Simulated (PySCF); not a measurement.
OCuClH2, in a box:

```
CELL_PARAMETERS angstrom
13.00000 0.00000 0.00000
0.00000 12.00000 0.00000
0.00000 0.00000 12.00000
ATOMIC_POSITIONS crystal
O 0.43036 0.59513 0.47247
Cu 0.52975 0.50074 0.54048
Cl 0.64429 0.39896 0.61170
H 0.36026 0.57415 0.49420
H 0.43068 0.60270 0.39340
```

The cell isn't the ideal one: atoms moved at random, drawn with an rms of 0.05 Å.

Program: PySCF 2.14.0. Alike in all runs: task atomic charges; potentials or basis 6-31g* (all-electron); no spin polarisation; cell atoms moved at random, drawn with an rms of 0.05 Å; k mesh 1 × 1 × 1; smearing fixed. Hardware: 2 threads of Intel(R) Xeon(R) Processor @ 2.70GHz (shared host).

Task: Order these runs on this cell by their wall time, lowest first.
A. level PBE
B. level LDA; three-centre integrals read from an earlier run's file
C. level CAM-B3LYP+D4; three-centre integrals read from an earlier run's file; three-body dispersion term yes; exxdiv ewald

Result: B (14 s), A (35 s), C (120 s).
